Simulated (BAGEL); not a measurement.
# CH5SSn (SMILES C[S][SnH2]), step by step

We compute the energy (UHF/ANO-RCC-MB), then the energy (UHF/ANO-RCC-VDZ), then the energy (UHF/ANO-RCC-VDZP), then a single-point energy (UHF/ANO-RCC-VTZP) of CH5SSn. 

The results are computed with BAGEL 1.2.2.

2 further runs of the same task are left out: 2 set aside as unsound or not needed.

### 1 The structure to begin with

CH5SSn: 8 atoms, total charge 0, spin state doublet. SMILES: `C[S][SnH2]`. Geometry: relaxed at PBE0-D4/def2-TZVP. This is one conformer, not always the lowest.

Bond lengths: C1–S2 1.815 Å, S2–Sn3 2.402 Å, C1–H4 1.090 Å, C1–H5 1.090 Å, C1–H6 1.090 Å, Sn3–H7 1.731 Å, Sn3–H8 1.723 Å. Angles: C1–S2–Sn3 100.8°, S2–C1–H4 111.2°, S2–C1–H5 111.4°, S2–C1–H6 106.6°, S2–Sn3–H7 106.1°, S2–Sn3–H8 104.6°, H4–C1–H5 109.9°, H4–C1–H6 108.6°, H5–C1–H6 108.8°, H7–Sn3–H8 110.0°.

### 2 A single-point energy at UHF/ANO-RCC-MB (DKH2, density fitting with AutoAux, property dipole) (run 1)

job.json

```json
{ "bagel" : [

{
  "title" : "molecule",
  "basis" : "ano-rcc-mb.json",
  "df_basis" : "ano-rcc-mb-autoaux.json",
  "angstrom" : true,
  "dkh" : true,
  "geometry" : [
    { "atom" : "C", "xyz" : [      -0.678900,       1.155500,      -0.442600 ] },
    { "atom" : "S", "xyz" : [      -0.981300,      -0.130400,       0.801600 ] },
    { "atom" : "Sn", "xyz" : [       0.670700,      -1.758700,       0.179000 ] },
    { "atom" : "H", "xyz" : [      -0.974000,       0.820200,      -1.436400 ] },
    { "atom" : "H", "xyz" : [       0.366100,       1.464800,      -0.450200 ] },
    { "atom" : "H", "xyz" : [      -1.296800,       2.009800,      -0.165400 ] },
    { "atom" : "H", "xyz" : [       2.127300,      -0.872500,      -0.120900 ] },
    { "atom" : "H", "xyz" : [       0.859000,      -2.745600,       1.579100 ] }
  ]
},

{
  "title" : "uhf",
  "nopen" : 1
},

{
  "title" : "print",
  "file" : "orbitals.molden",
  "orbitals" : true
}

]}
```

The basis set ANO-RCC-MB is read from a file made from the Basis Set Exchange's data (not shown).

The run is started by

```sh
$ BAGEL_NUM_THREADS=1 BAGEL job.json > job.out
```

Log:

```text
* using 1 threads per process

  ===============================================================
  ===============================================================

  *** Geometry ***

  { "atom" : "C", "xyz" : [     -1.282935,      2.183579,     -0.836393 ] },
  { "atom" : "S", "xyz" : [     -1.854388,     -0.246420,      1.514804 ] },
  { "atom" : "Sn", "xyz" : [      1.267439,     -3.323461,      0.338261 ] },
  { "atom" : "H", "xyz" : [     -1.840593,      1.549953,     -2.714403 ] },
  { "atom" : "H", "xyz" : [      0.691829,      2.768071,     -0.850755 ] },
  { "atom" : "H", "xyz" : [     -2.450597,      3.797972,     -0.312561 ] },
  { "atom" : "H", "xyz" : [      4.020014,     -1.648786,     -0.228468 ] },
  { "atom" : "H", "xyz" : [      1.623275,     -5.188432,      2.984067 ] },

  Number of auxiliary basis functions:      715

  Since a DF basis is specified, we compute 2- and 3-index integrals:
    o Being stored without compression. Storage requirement is 0.012 GB

  Number of basis functions:       46
  Number of electrons      :       77

    * METHOD: MOLECULE                             0.56

  *** Open-shell HF ***

  === Nuclear Repulsion ===
   333.1258402379

      * DIIS with orbital gradients will be used.

  === UHF iteration (ano-rcc-mb.json) ===
      0      -6611.66034717          0.00979364           0.18
      1      -6611.68652311          0.00310096           0.18
      2      -6611.68910561          0.00093063           0.19
      3      -6611.68951034          0.00037950           0.18
      4      -6611.68968845          0.00012681           0.18
      5      -6611.68972264          0.00004613           0.19
      6      -6611.68972940          0.00001152           0.19
      7      -6611.68973045          0.00000679           0.18
      8      -6611.68973101          0.00000356           0.17
      9      -6611.68973119          0.00000092           0.17
     10      -6611.68973120          0.00000036           0.17
     11      -6611.68973121          0.00000017           0.18
     12      -6611.68973121          0.00000007           0.18
     13      -6611.68973121          0.00000003           0.18
     14      -6611.68973121          0.00000002           0.18
     15      -6611.68973121          0.00000001           0.18
    * SCF iteration converged.

    * S^2 (UHF) is 0.7555

    * Permanent dipole moment:
           (   -0.460718,     0.076795,     0.722692) a.u.

    * METHOD: UHF                                  3.45

    * METHOD: PRINT                                0.00

  ===============================================================
```

Run time: 4.2 s. Hardware: 1 thread of Arm Neoverse V2, shared host; peak memory 0.12 GiB.

### 3 The energy at UHF/ANO-RCC-VDZ (DKH2, density fitting with AutoAux, property dipole) (run 2)

job.json: that of step 2 with these lines changed.

```diff
@@ -4,6 +4,6 @@
   "title" : "molecule",
-  "basis" : "ano-rcc-mb.json",
-  "df_basis" : "ano-rcc-mb-autoaux.json",
-  "angstrom" : true,
-  "dkh" : true,
+  "basis" : "ano-rcc-vdz.json",
+  "df_basis" : "ano-rcc-vdz-autoaux.json",
+  "angstrom" : "true",
+  "dkh" : "true",
   "geometry" : [
@@ -28,3 +28,3 @@
   "file" : "orbitals.molden",
-  "orbitals" : true
+  "orbitals" : "true"
 }
```

The basis set ANO-RCC-VDZ is read from a file made from the Basis Set Exchange's data (not shown).

The run is started by

```sh
$ BAGEL_NUM_THREADS=1 BAGEL job.json > job.out
```

Log:

```text
* using 1 threads per process

  ===============================================================
  ===============================================================

  *** Geometry ***

  { "atom" : "C", "xyz" : [     -1.282935,      2.183579,     -0.836393 ] },
  { "atom" : "S", "xyz" : [     -1.854388,     -0.246420,      1.514804 ] },
  { "atom" : "Sn", "xyz" : [      1.267439,     -3.323461,      0.338261 ] },
  { "atom" : "H", "xyz" : [     -1.840593,      1.549953,     -2.714403 ] },
  { "atom" : "H", "xyz" : [      0.691829,      2.768071,     -0.850755 ] },
  { "atom" : "H", "xyz" : [     -2.450597,      3.797972,     -0.312561 ] },
  { "atom" : "H", "xyz" : [      4.020014,     -1.648786,     -0.228468 ] },
  { "atom" : "H", "xyz" : [      1.623275,     -5.188432,      2.984067 ] },

  Number of auxiliary basis functions:      715

  Since a DF basis is specified, we compute 2- and 3-index integrals:
    o Being stored without compression. Storage requirement is 0.023 GB

  Number of basis functions:       63
  Number of electrons      :       77

    * METHOD: MOLECULE                             0.58

  *** Open-shell HF ***

  === Nuclear Repulsion ===
   333.1258402379

      * DIIS with orbital gradients will be used.

  === UHF iteration (ano-rcc-vdz.json) ===
      0      -6611.70134574          0.02658551           0.27
      1      -6611.77070179          0.01172130           0.27
      2      -6611.78124618          0.00520567           0.27
      3      -6611.78385010          0.00059402           0.25
      4      -6611.78406617          0.00017255           0.24
      5      -6611.78410408          0.00010031           0.24
      6      -6611.78412714          0.00002887           0.25
      7      -6611.78413060          0.00001228           0.25
      8      -6611.78413196          0.00000479           0.26
      9      -6611.78413225          0.00000230           0.25
     10      -6611.78413232          0.00000069           0.25
     11      -6611.78413233          0.00000024           0.25
     12      -6611.78413233          0.00000010           0.25
     13      -6611.78413233          0.00000004           0.26
     14      -6611.78413233          0.00000002           0.27
     15      -6611.78413233          0.00000001           0.27
    * SCF iteration converged.

    * S^2 (UHF) is 0.7544

    * Permanent dipole moment:
           (   -0.499239,     0.163721,     0.918838) a.u.

    * METHOD: UHF                                  4.74

    * METHOD: PRINT                                0.01

  ===============================================================
```

Run time: 5.7 s. Hardware: 1 thread of Arm Neoverse V2, shared host; peak memory 0.15 GiB.

Run 3 isn't shown in full; the table further down has it.

### 4 The energy at UHF/ANO-RCC-VTZP (DKH2, density fitting with AutoAux, property dipole) (run 4)

input.json

```json
{ "bagel": [

{
  "title": "molecule",
  "basis": "ano-rcc-vtzp.json",
  "df_basis": "ano-rcc-vtzp-autoaux.json",
  "angstrom": "true",
  "dkh": "true",
  "geometry": [
    { "atom": "C", "xyz": [      -0.678900,       1.155500,      -0.442600 ] },
    { "atom": "S", "xyz": [      -0.981300,      -0.130400,       0.801600 ] },
    { "atom": "Sn", "xyz": [       0.670700,      -1.758700,       0.179000 ] },
    { "atom": "H", "xyz": [      -0.974000,       0.820200,      -1.436400 ] },
    { "atom": "H", "xyz": [       0.366100,       1.464800,      -0.450200 ] },
    { "atom": "H", "xyz": [      -1.296800,       2.009800,      -0.165400 ] },
    { "atom": "H", "xyz": [       2.127300,      -0.872500,      -0.120900 ] },
    { "atom": "H", "xyz": [       0.859000,      -2.745600,       1.579100 ] }
  ]
},

{ "title": "uhf", "charge": 0, "nopen": 1 },

{ "title": "print", "file": "orbitals.molden", "orbitals": "true" }

]}
```

The basis set ANO-RCC-VTZP is read from a file made from the Basis Set Exchange's data (not shown).

The run is started by

```sh
$ BAGEL_NUM_THREADS=1 BAGEL input.json > input.out
```

Log:

```text
* using 1 threads per process

  ===============================================================
  ===============================================================

  *** Geometry ***

  { "atom" : "C", "xyz" : [     -1.282935,      2.183579,     -0.836393 ] },
  { "atom" : "S", "xyz" : [     -1.854388,     -0.246420,      1.514804 ] },
  { "atom" : "Sn", "xyz" : [      1.267439,     -3.323461,      0.338261 ] },
  { "atom" : "H", "xyz" : [     -1.840593,      1.549953,     -2.714403 ] },
  { "atom" : "H", "xyz" : [      0.691829,      2.768071,     -0.850755 ] },
  { "atom" : "H", "xyz" : [     -2.450597,      3.797972,     -0.312561 ] },
  { "atom" : "H", "xyz" : [      4.020014,     -1.648786,     -0.228468 ] },
  { "atom" : "H", "xyz" : [      1.623275,     -5.188432,      2.984067 ] },

  Number of auxiliary basis functions:     1436

  Since a DF basis is specified, we compute 2- and 3-index integrals:
    o Being stored without compression. Storage requirement is 0.469 GB

  Number of basis functions:      202
  Number of electrons      :       77

    * METHOD: MOLECULE                             5.52

  *** Open-shell HF ***

  === Nuclear Repulsion ===
   333.1258402379

      * DIIS with orbital gradients will be used.

  === UHF iteration (ano-rcc-vtzp.json) ===
      0      -6611.68928345          0.02243350           3.33
      1      -6611.84269051          0.01141056           3.31
      2      -6611.87717983          0.00599367           3.27
      3      -6611.88995310          0.00062012           3.26
      4      -6611.89059595          0.00025147           3.31
      5      -6611.89071739          0.00008723           3.45
      6      -6611.89076278          0.00003486           3.56
      7      -6611.89077359          0.00001624           3.50
      8      -6611.89077618          0.00000653           3.57
      9      -6611.89077708          0.00000274           3.57
     10      -6611.89077733          0.00000159           3.60
     11      -6611.89077740          0.00000106           3.61
     12      -6611.89077746          0.00000059           3.64
     13      -6611.89077747          0.00000027           3.66
     14      -6611.89077747          0.00000012           3.62
     15      -6611.89077746          0.00000006           3.61
     16      -6611.89077747          0.00000003           3.59
     17      -6611.89077747          0.00000002           3.59
     18      -6611.89077746          0.00000001           3.64
     19      -6611.89077748          0.00000001           3.63
    * SCF iteration converged.

    * S^2 (UHF) is 0.7593

    * Permanent dipole moment:
           (   -0.312415,    -0.028155,     0.636857) a.u.

    * METHOD: UHF                                 74.88

    * METHOD: PRINT                                0.07

  ===============================================================
```

Run time: 81 s. Hardware: 1 thread of Arm Neoverse V2, shared host; peak memory 1 GiB.

### 5 Overview of the runs

| run | level | energy (Eh) | dipole moment (D) | ⟨S²⟩ | wall time |
| --- | --- | --- | --- | --- | --- |
| 1 | UHF/ANO-RCC-MB (DKH2, density fitting with AutoAux, property dipole) | -6611.689731 | 2.19 | 0.755 | 4.2 s |
| 2 | UHF/ANO-RCC-VDZ (DKH2, density fitting with AutoAux, property dipole) | -6611.784132 | 2.69 | 0.754 | 5.7 s |
| 3 | UHF/ANO-RCC-VDZP (DKH2, density fitting with AutoAux, property dipole) | -6611.870677 | 2.03 | 0.757 | 24 s |
| 4 | UHF/ANO-RCC-VTZP (DKH2, density fitting with AutoAux, property dipole) | -6611.890777 | 1.80 | 0.759 | 81 s |

Convergence of the total energy of doublet CH5SSn with the basis set, against the last point:

| basis set | from the last (mEh) | wall time |
| --- | --- | --- |
| ANO-RCC-MB | +201.046 | 4.2 s |
| ANO-RCC-VDZ | +106.645 | 5.7 s |
| ANO-RCC-VDZP | +20.100 | 24 s |
| ANO-RCC-VTZP | +0.000 | 81 s |

Convergence of the dipole moment of doublet CH5SSn with the basis set, against the last point:

| basis set | from the last (D) | wall time |
| --- | --- | --- |
| ANO-RCC-MB | +0.3827 | 4.2 s |
| ANO-RCC-VDZ | +0.8859 | 5.7 s |
| ANO-RCC-VDZP | +0.2243 | 24 s |
| ANO-RCC-VTZP | +0.0000 | 81 s |

### 6 What came out

| quantity | value |
| --- | --- |
| run 4, UHF/ANO-RCC-VTZP: total energy | -6611.89078 Eh |
| run 4, UHF/ANO-RCC-VTZP: dipole moment | 1.80 D |
| run 4, UHF/ANO-RCC-VTZP: ⟨S²⟩ | 0.759 |

What this shows: The dipole moment (its size) runs from 1.80 D (UHF/ANO-RCC-VTZP) to 2.69 D (UHF/ANO-RCC-VDZ). In run 1 the basis is minimal, so the values are rough. All runs together took 1.9 min, the longest 81 s.
